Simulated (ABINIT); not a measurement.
# HfB (Fm-3m) in ABINIT: equation of state

Aim: energy against volume of HfB in PBEsol, for its equilibrium volume and stiffness.

Everything below comes from runs of ABINIT 10.8.3 (patched build). Logs are shortened: lines on timing, memory, paths and dates and some standing lists are left out, and cuts for length are marked. The log counts tension as positive stress, the text compression.

### 1 The structure

The structure is cubic, space group Fm-3m (No. 225). Conventional cell: a = 4.620 Å, b = 4.620 Å, c = 4.620 Å, α = 90.00°, β = 90.00°, γ = 90.00°. Around Hf (site symmetry m-3m) lie 6 B at 2.31 Å. B (site symmetry m-3m) has 6 Hf at 2.31 Å as nearest neighbours.

### 2 Equation of state, PBEsol

Input file run.abi:

```
ndtset 7
getwfk -1
scalecart1 3*0.9795861087
scalecart2 3*0.9864848297
scalecart3 3*0.9932883884
scalecart4 3*1.0000000000
scalecart5 3*1.0066227096
scalecart6 3*1.0131594038
scalecart7 3*1.0196128224

pp_dirpath "./"
pseudos "Hf.upf, B.upf"

acell 3.2668333291 3.2668333291 3.2668333291 Angstrom
rprim
     0.0000000000     0.7071067812     0.7071067812
     0.7071067812     0.0000000000     0.7071067812
     0.7071067812     0.7071067812     0.0000000000
ntypat 2
znucl 72 5
natom 2
typat 1 2
xred
     0.5000000000     0.5000000000     0.5000000000
     0.0000000000     0.0000000000     0.0000000000

ecut 38.0

kptopt 1
ngkpt 10 10 10
nshiftk 1
shiftk 0.0 0.0 0.0

ixc -116133

nband 12
occopt 3
tsmear 0.05 eV

nstep 100
tolvrs 1.0e-10

iomode 3
prtwf 1
prtden 0
prteig 0
prtebands 0
enunit 1
```

Potentials or basis: PseudoDojo NC SR PBEsol v0.4.1 standard.

Launch:

```console
> abinit run.abi > log 2>&1
```

run.abo:

```text
.Version 10.8.3 of ABINIT
 DATASET    1 : space group Fm -3 m (#225); Bravais cF (face-center cubic)
================================================================================
 Values of the parameters that define the memory need for DATASET  1.
     intxc =       0    ionmov =       0      iscf =       7    lmnmax =       8
     lnmax =       8     mgfft =      36  mpssoang =       4    mqgrid =    3001
     natom =       2  nloc_mem =       1    nspden =       1   nspinor =       1
    nsppol =       1      nsym =      48    n1xccc =    2501    ntypat =       2
    occopt =       3   xclevel =       2
       mpw =        1771          nfft =       46656          nkpt =          47
================================================================================
================================================================================
[... 61 lines left out ...]
 DATASET    7 : space group Fm -3 m (#225); Bravais cF (face-center cubic)
================================================================================
 Values of the parameters that define the memory need for DATASET  7.
     intxc =       0    ionmov =       0      iscf =       7    lmnmax =       8
     lnmax =       8     mgfft =      36  mpssoang =       4    mqgrid =    3001
     natom =       2  nloc_mem =       1    nspden =       1   nspinor =       1
    nsppol =       1      nsym =      48    n1xccc =    2501    ntypat =       2
    occopt =       3   xclevel =       2
       mpw =        1985          nfft =       46656          nkpt =          47
================================================================================
================================================================================

--------------------------------------------------------------------------------
------------- Echo of variables that govern the present computation ------------
--------------------------------------------------------------------------------
 -outvars: echo values of preprocessed input variables --------
            acell      6.1734202910E+00  6.1734202910E+00  6.1734202910E+00 Bohr
              amu      1.78490000E+02  1.08110000E+01
             ecut      3.80000000E+01 Hartree
           enunit           1
           getwfk          -1
              ixc     -116133
           jdtset        1    2    3    4    5    6    7
         kptrlatt       10    0    0      0   10    0      0    0   10
          kptrlen1     6.04739676E+01
          kptrlen2     6.08998546E+01
          kptrlen3     6.13198669E+01
          kptrlen4     6.17342029E+01
          kptrlen5     6.21430506E+01
          kptrlen6     6.25465882E+01
          kptrlen7     6.29449849E+01
            natom           2
            nband          12
           ndtset           7
            ngfft          36      36      36
             nkpt          47
            nstep         100
             nsym          48
           ntypat           2
           occopt           3
           prtden           0
        prtebands           0
           prteig           0
            rprim1     0.0000000000E+00  6.9267198023E-01  6.9267198023E-01
                       6.9267198023E-01  0.0000000000E+00  6.9267198023E-01
                       6.9267198023E-01  6.9267198023E-01  0.0000000000E+00
            rprim2     0.0000000000E+00  6.9755011263E-01  6.9755011263E-01
                       6.9755011263E-01  0.0000000000E+00  6.9755011263E-01
                       6.9755011263E-01  6.9755011263E-01  0.0000000000E+00
            rprim3     0.0000000000E+00  7.0236095512E-01  7.0236095512E-01
                       7.0236095512E-01  0.0000000000E+00  7.0236095512E-01
                       7.0236095512E-01  7.0236095512E-01  0.0000000000E+00
            rprim4     0.0000000000E+00  7.0710678120E-01  7.0710678120E-01
                       7.0710678120E-01  0.0000000000E+00  7.0710678120E-01
                       7.0710678120E-01  7.0710678120E-01  0.0000000000E+00
            rprim5     0.0000000000E+00  7.1178974407E-01  7.1178974407E-01
                       7.1178974407E-01  0.0000000000E+00  7.1178974407E-01
                       7.1178974407E-01  7.1178974407E-01  0.0000000000E+00
            rprim6     0.0000000000E+00  7.1641188486E-01  7.1641188486E-01
                       7.1641188486E-01  0.0000000000E+00  7.1641188486E-01
                       7.1641188486E-01  7.1641188486E-01  0.0000000000E+00
            rprim7     0.0000000000E+00  7.2097514092E-01  7.2097514092E-01
                       7.2097514092E-01  0.0000000000E+00  7.2097514092E-01
                       7.2097514092E-01  7.2097514092E-01  0.0000000000E+00
          spgroup         225
           tolvrs      1.00000000E-10
           tsmear      1.83746611E-03 Hartree
            typat      1  2
           xangst1     2.2628439112E+00  2.2628439112E+00  2.2628439112E+00
                       0.0000000000E+00  0.0000000000E+00  0.0000000000E+00
           xangst2     2.2787799567E+00  2.2787799567E+00  2.2787799567E+00
                       0.0000000000E+00  0.0000000000E+00  0.0000000000E+00
           xangst3     2.2944961773E+00  2.2944961773E+00  2.2944961773E+00
                       0.0000000000E+00  0.0000000000E+00  0.0000000000E+00
           xangst4     2.3100000001E+00  2.3100000001E+00  2.3100000001E+00
                       0.0000000000E+00  0.0000000000E+00  0.0000000000E+00
           xangst5     2.3252984592E+00  2.3252984592E+00  2.3252984592E+00
                       0.0000000000E+00  0.0000000000E+00  0.0000000000E+00
           xangst6     2.3403982228E+00  2.3403982228E+00  2.3403982228E+00
                       0.0000000000E+00  0.0000000000E+00  0.0000000000E+00
           xangst7     2.3553056198E+00  2.3553056198E+00  2.3553056198E+00
                       0.0000000000E+00  0.0000000000E+00  0.0000000000E+00
            xcart1     4.2761552578E+00  4.2761552578E+00  4.2761552578E+00
                       0.0000000000E+00  0.0000000000E+00  0.0000000000E+00
            xcart2     4.3062700193E+00  4.3062700193E+00  4.3062700193E+00
                       0.0000000000E+00  0.0000000000E+00  0.0000000000E+00
            xcart3     4.3359693720E+00  4.3359693720E+00  4.3359693720E+00
                       0.0000000000E+00  0.0000000000E+00  0.0000000000E+00
            xcart4     4.3652673510E+00  4.3652673510E+00  4.3652673510E+00
                       0.0000000000E+00  0.0000000000E+00  0.0000000000E+00
            xcart5     4.3941772489E+00  4.3941772489E+00  4.3941772489E+00
                       0.0000000000E+00  0.0000000000E+00  0.0000000000E+00
            xcart6     4.4227116667E+00  4.4227116667E+00  4.4227116667E+00
                       0.0000000000E+00  0.0000000000E+00  0.0000000000E+00
            xcart7     4.4508825642E+00  4.4508825642E+00  4.4508825642E+00
                       0.0000000000E+00  0.0000000000E+00  0.0000000000E+00
             xred      5.0000000000E-01  5.0000000000E-01  5.0000000000E-01
                       0.0000000000E+00  0.0000000000E+00  0.0000000000E+00
            znucl       72.00000    5.00000

================================================================================

 chkinp: Checking input parameters for consistency, jdtset=   1.

 chkinp: Checking input parameters for consistency, jdtset=   2.

 chkinp: Checking input parameters for consistency, jdtset=   3.

 chkinp: Checking input parameters for consistency, jdtset=   4.
[... 18 lines left out ...]
 Real(R)+Recip(G) space primitive vectors, cartesian coordinates (Bohr,Bohr^-1):
 R(1)=  0.0000000  4.2761553  4.2761553  G(1)= -0.1169275  0.1169275  0.1169275
 R(2)=  4.2761553  0.0000000  4.2761553  G(2)=  0.1169275 -0.1169275  0.1169275
 R(3)=  4.2761553  4.2761553  0.0000000  G(3)=  0.1169275  0.1169275 -0.1169275
 Unit cell volume ucvol=  1.5638331E+02 bohr^3
 Angles (23,13,12)=  6.00000000E+01  6.00000000E+01  6.00000000E+01 degrees

 getcut: wavevector=  0.0000  0.0000  0.0000  ngfft=  36  36  36
         ecut(hartree)=     38.000   => boxcut(ratio)=   2.14525

--- Pseudopotential description ------------------------------------------------
- pspini: atom type   1  psp file is ./Hf.upf
12 -116133 3 -1 1656                          pspcod,pspxc,lmax,lloc,mmax
     nproj     2     2     2     2

- pspini: atom type   2  psp file is ./B.upf
12 -116133 1 -1 1534                          pspcod,pspxc,lmax,lloc,mmax
     nproj     2     2     0     0

   3.77885290E+02                                ecore*ucvol(ha*bohr**3)
--------------------------------------------------------------------------------

================================================================================

--- !BeginCycle
iteration_state: {dtset: 1, }
solver: {iscf: 7, nstep: 100, nline: 4, wfoptalg: 0, }
tolerances: {tolvrs: 1.00E-10, }
...

     iter   Etot(hartree)      deltaE(h)  residm     vres2
 ETOT  1  -59.266315453666    -5.927E+01 3.175E-01 2.543E+02
 ETOT  2  -59.320050152462    -5.373E-02 4.203E-02 7.248E+01
 ETOT  3  -59.330674461071    -1.062E-02 8.971E-03 1.505E-01
 ETOT  4  -59.330701465082    -2.700E-05 1.647E-03 2.083E-03
 ETOT  5  -59.330701819180    -3.541E-07 3.580E-04 6.677E-05
 ETOT  6  -59.330701830198    -1.102E-08 1.326E-03 2.166E-07
 ETOT  7  -59.330701830233    -3.517E-11 6.892E-04 9.871E-09
 ETOT  8  -59.330701830234    -4.405E-13 2.293E-03 7.974E-12
[... 956 lines left out ...]
 Cartesian components of stress tensor (hartree/bohr^3)
  sigma(1 1)= -3.55521769E-04  sigma(3 2)=  0.00000000E+00
  sigma(2 2)= -3.55521769E-04  sigma(3 1)=  0.00000000E+00
  sigma(3 3)= -3.55521769E-04  sigma(2 1)=  0.00000000E+00

-Cartesian components of stress tensor (GPa)         [Pressure=  1.0460E+01 GPa]
- sigma(1 1)= -1.04598116E+01  sigma(3 2)=  0.00000000E+00
- sigma(2 2)= -1.04598116E+01  sigma(3 1)=  0.00000000E+00
- sigma(3 3)= -1.04598116E+01  sigma(2 1)=  0.00000000E+00

== END DATASET(S) ==============================================================
================================================================================

 -outvars: echo values of variables after computation  --------
            acell      6.1734202910E+00  6.1734202910E+00  6.1734202910E+00 Bohr
           etotal1    -5.9330701830E+01
           etotal2    -5.9335199693E+01
           etotal3    -5.9338967096E+01
           etotal4    -5.9342067666E+01
           etotal5    -5.9344559374E+01
           etotal6    -5.9346494191E+01
           etotal7    -5.9347919829E+01
            fcart1    -0.0000000000E+00 -0.0000000000E+00 -0.0000000000E+00
                      -0.0000000000E+00 -0.0000000000E+00 -0.0000000000E+00
            fcart2    -0.0000000000E+00 -0.0000000000E+00 -0.0000000000E+00
                      -0.0000000000E+00 -0.0000000000E+00 -0.0000000000E+00
            fcart3    -0.0000000000E+00 -0.0000000000E+00 -0.0000000000E+00
                      -0.0000000000E+00 -0.0000000000E+00 -0.0000000000E+00
            fcart4    -0.0000000000E+00 -0.0000000000E+00 -0.0000000000E+00
                      -0.0000000000E+00 -0.0000000000E+00 -0.0000000000E+00
            fcart5    -0.0000000000E+00 -0.0000000000E+00 -0.0000000000E+00
                      -0.0000000000E+00 -0.0000000000E+00 -0.0000000000E+00
            fcart6    -0.0000000000E+00 -0.0000000000E+00 -0.0000000000E+00
                      -0.0000000000E+00 -0.0000000000E+00 -0.0000000000E+00
            fcart7    -0.0000000000E+00 -0.0000000000E+00 -0.0000000000E+00
                      -0.0000000000E+00 -0.0000000000E+00 -0.0000000000E+00
            rprim1     0.0000000000E+00  6.9267198023E-01  6.9267198023E-01
[... 30 lines left out ...]
           strten6    -5.0185625812E-04 -5.0185625812E-04 -5.0185625812E-04
                       0.0000000000E+00  0.0000000000E+00  0.0000000000E+00
           strten7    -3.5552176853E-04 -3.5552176853E-04 -3.5552176853E-04
                       0.0000000000E+00  0.0000000000E+00  0.0000000000E+00
           xangst1     2.2628439112E+00  2.2628439112E+00  2.2628439112E+00
                       0.0000000000E+00  0.0000000000E+00  0.0000000000E+00
           xangst2     2.2787799567E+00  2.2787799567E+00  2.2787799567E+00
                       0.0000000000E+00  0.0000000000E+00  0.0000000000E+00
           xangst3     2.2944961773E+00  2.2944961773E+00  2.2944961773E+00
                       0.0000000000E+00  0.0000000000E+00  0.0000000000E+00
           xangst4     2.3100000001E+00  2.3100000001E+00  2.3100000001E+00
                       0.0000000000E+00  0.0000000000E+00  0.0000000000E+00
           xangst5     2.3252984592E+00  2.3252984592E+00  2.3252984592E+00
                       0.0000000000E+00  0.0000000000E+00  0.0000000000E+00
           xangst6     2.3403982228E+00  2.3403982228E+00  2.3403982228E+00
                       0.0000000000E+00  0.0000000000E+00  0.0000000000E+00
           xangst7     2.3553056198E+00  2.3553056198E+00  2.3553056198E+00
                       0.0000000000E+00  0.0000000000E+00  0.0000000000E+00
             xred      5.0000000000E-01  5.0000000000E-01  5.0000000000E-01
                       0.0000000000E+00  0.0000000000E+00  0.0000000000E+00
 Calculation completed.
```

Run time: 2 min. Hardware: 1 thread of Intel Xeon 6975P-C (Granite Rapids), shared host; peak memory 0.1 GiB.

What came out:

* Equilibrium volume: 13.78 Å³/atom (rough: see the caveat)
* Bulk modulus: 179 GPa (rough)

Energy against volume, from the lowest point:
| volume (Å³/atom) | energy (meV/atom) |
| --- | --- |
| 11.587 | 234.26 |
| 11.833 | 173.07 |
| 12.080 | 121.81 |
| 12.326 | 79.62 |
| 12.573 | 45.72 |
| 12.819 | 19.40 |
| 13.066 | 0.00 |

Caveat: pressures at fixed basis lie under the slope of the energies; the minimum lies outside the volumes run.
